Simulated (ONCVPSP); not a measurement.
# An ONCV potential for Sn, from input to tests

Task: generate the file, and judge it by its errors in other configurations, its logarithmic derivatives, its ghosts and its cutoff.

Method: ONCVPSP 4.0.1.1 (patched build), PBEsol, scalar-relativistic.

**1. Starting point**

Typed settings, in words:

| Property | Result |
| --- | --- |
| element | tin (Sn, Z = 50) |
| type | optimised norm-conserving Vanderbilt (ONCV) |
| frozen core | [Ar] 3d10 |
| valence charge | 22 |
| reference configuration | 4s2 4p6 4d10 5s2 5p2 |
| partial waves | 4s+5s: rc 1.25 bohr, ncon 4, nbas 7, qcut 8.2 1/bohr, 3 projectors, debl 0.6 Ha; 4p+5p: rc 1.40 bohr, ncon 4, nbas 7, qcut 7.6 1/bohr, 2 projectors; 4d: rc 1.15 bohr, ncon 4, nbas 7, qcut 7.3 1/bohr, local |
| local potential | the d channel |
| core correction | Teter function, fcfact 5, rcfact 1.15 |

The nodes and maxima of the atom's own shells, from an earlier all-electron run, set the scale for the radii.

All-electron outer shells of the reference configuration (PBEsol, scalar-relativistic, ld1.x):

```json
{"shell": "3p", "level (eV)": "-698.48", "outermost node (bohr)": "0.14", "outermost maximum (bohr)": "0.30"}
{"shell": "3d", "level (eV)": "-473.39", "outermost node (bohr)": "–", "outermost maximum (bohr)": "0.25"}
{"shell": "4s", "level (eV)": "-133.74", "outermost node (bohr)": "0.40", "outermost maximum (bohr)": "0.74"}
{"shell": "4p", "level (eV)": "-89.56", "outermost node (bohr)": "0.41", "outermost maximum (bohr)": "0.79"}
{"shell": "4d", "level (eV)": "-25.79", "outermost node (bohr)": "0.39", "outermost maximum (bohr)": "0.88"}
{"shell": "5s", "level (eV)": "-10.59", "outermost node (bohr)": "0.98", "outermost maximum (bohr)": "2.01"}
{"shell": "5p", "level (eV)": "-3.71", "outermost node (bohr)": "1.09", "outermost maximum (bohr)": "2.55"}
```

**2. The generation run**

Sn.dat

```
# ATOM AND REFERENCE CONFIGURATION
# atsym  z   nc   nv     iexc    psfile
  Sn 50.00    6    5  -116133      upf
#
#   n    l    f
    1    0    2.00
    2    0    2.00
    2    1    6.00
    3    0    2.00
    3    1    6.00
    3    2   10.00
    4    0    2.00
    4    1    6.00
    4    2   10.00
    5    0    2.00
    5    1    2.00
#
# PSEUDOPOTENTIAL AND OPTIMIZATION
# lmax
    2
#
#   l,   rc,      ep,       ncon, nbas, qcut
    0    1.25    0.00    4    7    8.20
    1    1.40    0.00    4    7    7.60
    2    1.15    0.00    4    7    7.30
#
# LOCAL POTENTIAL
# lloc, lpopt,  rc(5),   dvloc0
    2    5    1.15    0.00
#
# VANDERBILT-KLEINMAN-BYLANDER PROJECTORs
# l, nproj, debl
    0    3    0.60
    1    2    3.70
    2    0    1.70
#
# MODEL CORE CHARGE
# icmod, fcfact, rcfact
    3    5.00    1.15
#
# LOG DERIVATIVE ANALYSIS
# epsh1, epsh2, depsh
   -6.00    5.00    0.04
#
# OUTPUT GRID
# rlmax, drl
    6.00    0.01
#
# TEST CONFIGURATIONS
# ncnf
    4
# nvcnf
#   n    l    f
    5
    4    0    2.00
    4    1    6.00
    4    2   10.00
    5    0    2.00
    5    1    1.00
#
    5
    4    0    2.00
    4    1    6.00
    4    2   10.00
    5    0    2.00
    5    1    0.00
#
    5
    4    0    2.00
    4    1    6.00
    4    2   10.00
    5    0    1.00
    5    1    0.00
#
    5
    4    0    1.00
    4    1    6.00
    4    2   10.00
    5    0    2.00
    5    1    2.00
#
```

The run is started by

```sh
$ oncvpsp.x < Sn.dat > Sn.out
```

Q: Predict the outcome of this session. Wanted: cutoffs for 1 and 0.1 mHa per electron, occupied waves; bound ghosts; GHOST(+) flags; largest test error; largest phase difference near zero energy, channels read; rms error of d²Exc/dn², without and with the model core.

As calculated:

```
                                                quantity                               value
  cutoffs for 1 and 0.1 mHa per electron, occupied waves                   115 Ha and 135 Ha
                                            bound ghosts                          none found
                                          GHOST(+) flags           s at 442 eV, s at 1424 eV
                            largest test error (AE − PS)  -251 meV, for 4s1 4p6 4d10 5s2 5p2
largest phase difference near zero energy, channels read                           0.002 rad
 rms error of d²Exc/dn², without and with the model core                   2.43 and 0.51 mHa
```

**Reading.** By total energies transferability is fair for so large an energy: the largest error is 251 meV on 142.0 eV, for 4s1 4p6 4d10 5s2 5p2. That test lies far up in energy; among those under 40 eV, nearer to bonding, the largest error is 4.5 meV. It counts as very hard, with 115 Ha needed at the looser tolerance. At the looser tolerance the 4d wave is the slowest; 4s needs 31 Ha. It is free of bound ghosts as far as tested. Near zero energy the phases of the channels with partial waves agree within 0.002 rad. The program also flags highly localised states, GHOST(+) (s). These are tests on the free atom; a crystal test is still owed.
